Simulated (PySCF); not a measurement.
# [YbBr2]+: how tightly the ligands are held

What does it cost to pull a ligand from [YbBr2]+? It is a constructed species; whether it can be made isn't addressed.

Method: PBE0, Yb lcecp-1-SVP with ECP59, Br def2-SVP; scalar-relativistic core potentials, no spin–orbit coupling; program: PySCF 2.14.0.

1 further run of the same task is left out (for a known fault of the program).

**1. Starting geometry**

3 atoms, charge 1, spin multiplicity 1.

Bond lengths: Yb1–Br2 2.479 Å, Yb1–Br3 2.479 Å. Angles: Br2–Yb1–Br3 113.9°.

Coordinates:

```
Yb    0.00000    0.00000   -0.69011
Br    2.07784    0.00000    0.66247
Br   -2.07784    0.00000    0.66247
```

Formal oxidation states: Yb +3. Each metal's 13 4f electrons lie in its core potential, so multiplicities, spins and levels count the valence alone. An earlier session relaxed this geometry at PBE0, Yb lcecp-1-SVP with ECP59, Br def2-SVP (singlet, point group C2v).

**2. Br taken off**

The ligand (atom 2) keeps its formal charge and a closed shell where it can; ligand and rest are solved at the complex's geometry, in vacuum, with the settings of the relaxation.

```csv
part,charge,state,energy (Eh)
complex,1,singlet,-5186.379132
ligand,-1,singlet,-2573.601360
rest,2,singlet,-2612.259028
```

Wall time 0.6 s (2 threads of Arm Neoverse V1, shared host).

**3. Rigid scan of Br**

Atom 2 moves along the line from atom 1; the distance is to the donor, the donors' midpoint or the ring centre. Each point starts from the density of the one before.

```csv
distance (Å),energy from the relaxed point (eV)
2.18,0.982
2.28,0.379
2.38,0.081
2.48,0.000
2.58,0.065
2.68,0.232
2.88,0.738
3.18,1.656
3.58,2.813
4.08,3.907
```

It took 13 s on 2 threads of Arm Neoverse V1, shared host.

**4. What came out**

| quantity | value |
| --- | --- |
| taking off Br | 14.12 eV |
| stiffness of the Br contact | 14.6 eV/Å² |

What this shows: Taking off Br as a fragment of charge -1 costs 14.12 eV, much of it the attraction of the two charges. Near 2.48 Å the Br contact has a stiffness of about 14.6 eV/Å², and the energy stands 3.91 eV higher at 4.08 Å. The free anion is solved without diffuse functions, no counterpoise correction is made, and the parts aren't relaxed; each of these makes the binding look larger. These are double-zeta-type bases without diffuse functions. Spin–orbit coupling is left out.
